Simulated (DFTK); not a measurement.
## BiS under changes of volume

One of the cells (32.071 Å³/atom); the others are scaled copies at fixed shape and fractional positions:

```
Bi S
1.0
     4.00294    0.00000    0.00000
     0.00000    4.00294    0.00000
     0.00000    0.00000    4.00294
Bi S
1 1
Direct
  0.50000 0.50000 0.50000
  0.00000 0.00000 0.00000
```

The cell was built by a generator and needn't be a form met in nature.

- Program: DFTK 0.8.2
- Functional: PBE
- Potentials or basis: dojo.nc.sr.pbe.v0_4_1.standard.upf (PBE)
- Cutoff: 1007 eV
- k mesh: 7 × 7 × 7
- Occupations: fermi-dirac, width 0.05 eV
- Spin: no spin polarisation

| volume (Å³/atom) | energy over the lowest point (meV/atom) | pressure (GPa) |
| --- | --- | --- |
| 30.146 | 0.00 | -10.2 |
| 30.788 | 41.44 | -10.5 |
| 31.429 | 83.91 | -10.7 |
| 32.071 | 127.22 | -10.9 |
| 32.712 | 171.20 | -11.0 |
| 33.354 | ? | ? |
| 33.995 | 260.55 | -11.2 |

Problem. What does the run at 33.354 Å³/atom give?

Solution. Energy over the lowest point 215.70 meV/atom; pressure -11.1 GPa.

Worked out: A Birch-Murnaghan fit of order 3 (a polynomial in V^(-2/3)) to the other rows has no minimum within the range. It gives 215.72 meV/atom at 33.354 Å³/atom, against the run's 215.70, and -dE/dV = -11.2 GPa, against -11.1.

Energies are extrapolated to zero smearing.
